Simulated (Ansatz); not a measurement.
## BH5NPSe, SMILES NPB[SeH]: an atomisation energy, step by step

With Ansatz 0.2.0, Python API.

Run as a notebook:

**Cell 1**
```python
from collections import Counter

import ansatz
from ase import Atoms
```

**Cell 2**
```python
def energy(molecule, charge=0, unpaired=0):
    calc = molecule.calculation().basis(gaussian="def2-SVP").functional("cam_b3lyp")
    if charge:
        calc = calc.charge(charge)
    if unpaired:
        calc = calc.spin("collinear", total=unpaired)
    return calc.run(threads=1, pin="off").report["free_energy_ev"]
```

**Cell 3**
```python
atoms = Atoms(["N", "P", "B", "Se", "H", "H", "H", "H", "H"], positions=[
    [-0.3388, 1.4383, 0.6493],
    [0.7846, 0.2032, 1.108],
    [-0.2894, -1.2376, 0.3512],
    [0.3806, -2.1073, -1.3589],
    [0.0265, 2.3874, 0.9209],
    [-0.4339, 1.5248, -0.4078],
    [1.6586, 0.3739, -0.0598],
    [-1.2116, -1.5663, 0.896],
    [-0.488, -1.0627, -2.1161],
])
system = ansatz.Crystal.molecule_from_ase(atoms)
```

**Cell 4**
```python
# unpaired electrons of the ground-state atoms
unpaired = {"N": 3, "P": 3, "B": 1, "Se": 2, "H": 1}
counts = Counter(site.symbol for site in system.cartesian_sites)
atom_energy = {s: energy(ansatz.Crystal.molecule().atom(s, (0, 0, 0)), 0, unpaired[s]) for s in counts}
whole = energy(system, 0, 0)
for s, e in atom_energy.items():
    print(f"{s:2s} x{counts[s]}  {e:14.5f} eV")
print(f"BH5NPSe: {whole:.5f} eV")
split = sum(counts[s] * e for s, e in atom_energy.items()) - whole
print(f"atomisation energy (no zero-point term): {split:.3f} eV, {split / sum(counts.values()):.3f} eV an atom")
```
Output:
```text
N  x1     -1483.46350 eV
P  x1     -9283.31902 eV
B  x1      -669.70939 eV
Se x1    -65343.23951 eV
H  x5       -13.54842 eV
BH5NPSe: -76874.74398 eV
atomisation energy (no zero-point term): 27.270 eV, 3.030 eV an atom
```

27.270 eV from the electronic energies, without the zero-point term.

Total energies depend on the basis set; only differences at equal settings carry meaning. The geometry is a force-field or estimated start, not a minimum of this method, and the basis set is short of its limit. All parts are taken at fixed geometry, without zero-point energy. The spin-orbit lowering of heavy atoms is left out. Timing: 5.4 s on 1 thread of Arm Neoverse V2 (shared host), peak memory 0.32 GiB.
